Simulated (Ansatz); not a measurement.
# GaGeH5: vertical ionisation energy

How much energy removes an electron from GaGeH5 at fixed geometry? The cation is run at each level and the neutral's energy taken from earlier runs.

Computed with Ansatz 0.2.0, Gaussian basis. Level: unrestricted cation, the program's frozen cores in correlated methods.

Plan: UKS PBE-D4/def2-TZVPP; UKS r2SCAN-D4/def2-TZVPP; UKS PBE0-D4/def2-TZVPP; UKS B3LYP-D4/def2-TZVPP; UKS wB97X-V/def2-TZVPP; UKS wB97M-V/def2-TZVPP; UKS B2PLYP/def2-TZVPP; UHF-CCSD(T)/def2-TZVPP; UHF-MP2/def2-QZVPP; extrapolation to the limit; then −ε(HOMO) from the neutral's earlier runs with LDA (SPW92), PBE-D4, revPBE-D4, BLYP-D4, r2SCAN-D4, B97M-V, PBE0-D4, B3LYP-D4, r2SCANh-D4, r2SCAN0-D4, HSE06-D4, BHLYP-D4, CAM-B3LYP-D4, LC-ωPBE, ωB97X-V, ωB97M-V.

### Step 1. The geometry

All runs share one geometry, relaxed beforehand with PBE0-D4/def2-TZVP.

SMILES `[GaH2][GeH3]`, 7 atoms, charge 0, spin multiplicity 1.

Atoms are counted from 1 here; the program's logs count them from 0.

Bond lengths: Ga1–Ge2 2.444 Å, Ga1–H3 1.572 Å, Ga1–H4 1.572 Å, Ge2–H5 1.540 Å, Ge2–H6 1.543 Å, Ge2–H7 1.540 Å. Angles: Ge2–Ga1–H3 120.3°, Ge2–Ga1–H4 120.7°, H3–Ga1–H4 119.0°, Ga1–Ge2–H5 113.0°, Ga1–Ge2–H6 109.4°, Ga1–Ge2–H7 112.6°, H5–Ge2–H6 106.9°, H5–Ge2–H7 107.8°, H6–Ge2–H7 106.8°.

Coordinates:

| atom | x (Å) | y (Å) | z (Å) |
| --- | --- | --- | --- |
| Ga1 | -0.3665 | -1.3596 | 0.1114 |
| Ge2 | 0.2778 | 0.9879 | -0.1074 |
| H3 | 0.5299 | -2.3543 | 0.9350 |
| H4 | -1.6930 | -1.8917 | -0.5428 |
| H5 | -0.3075 | 1.6573 | -1.3646 |
| H6 | -0.2461 | 1.7798 | 1.1091 |
| H7 | 1.8055 | 1.1806 | -0.1406 |

### Step 2. Cation, UKS PBE-D4/def2-TZVPP

in.yaml

```yaml
crystal:
  periodic: [false, false, false]
  atoms:
    - {symbol: Ga, position_ang: [-0.366515, -1.359595, 0.111387]}
    - {symbol: Ge, position_ang: [0.277784, 0.987918, -0.107445]}
    - {symbol: H, position_ang: [0.529864, -2.354295, 0.934951]}
    - {symbol: H, position_ang: [-1.693016, -1.891687, -0.542814]}
    - {symbol: H, position_ang: [-0.307474, 1.657283, -1.364605]}
    - {symbol: H, position_ang: [-0.246114, 1.779791, 1.109113]}
    - {symbol: H, position_ang: [1.805481, 1.180585, -0.140588]}
basis:
  gaussian: {orbitals: def2-TZVPP}
total_charge: 1
magnetization: {spin_polarized: true, initial_magnetization: 1}
hamiltonian: {xc: pbe, dispersion: d4}
```

The runs that follow: Cation, UKS r2SCAN-D4/def2-TZVPP; Cation, UKS PBE0-D4/def2-TZVPP; Cation, UKS B3LYP-D4/def2-TZVPP; Cation, UKS wB97X-V/def2-TZVPP; Cation, UKS wB97M-V/def2-TZVPP; Cation, UKS B2PLYP (frozen core)/def2-TZVPP; Cation, UHF-CCSD(T)/def2-TZVPP; Cation, UHF-MP2/def2-QZVPP.

**Question.** What will the summary of the whole plan be? Wanted: ionisation energy, CCSD(T)/CBS; nearest functional by difference; nearest −ε(HOMO); −ε(HOMO) of PBE; T1 of the cation.

As calculated:

| quantity | value |
| --- | --- |
| ionisation energy, CCSD(T)/CBS | 9.90 eV |
| nearest functional by difference | ωB97X-V (-0.11 eV) |
| nearest −ε(HOMO) | ωB97X-V (-0.09 eV) |
| −ε(HOMO) of PBE | 6.55 eV |
| T1 of the cation | 0.015 |

By cation minus neutral, the functionals miss by 0.37 eV at most. −ε(HOMO) of PBE misses by 3.3 eV, since self-interaction lifts the level. Among orbital estimates ωB97X-V comes nearest. Hartree-Fock falls 0.84 eV short, as the neutral has more correlation energy than the cation. Correlated methods include outer-core shells of Ga, Ge, which these sets cover unevenly. With outer-core shells in play the reference is unsure by up to some tenths of an eV, so close misses can't be ranked.
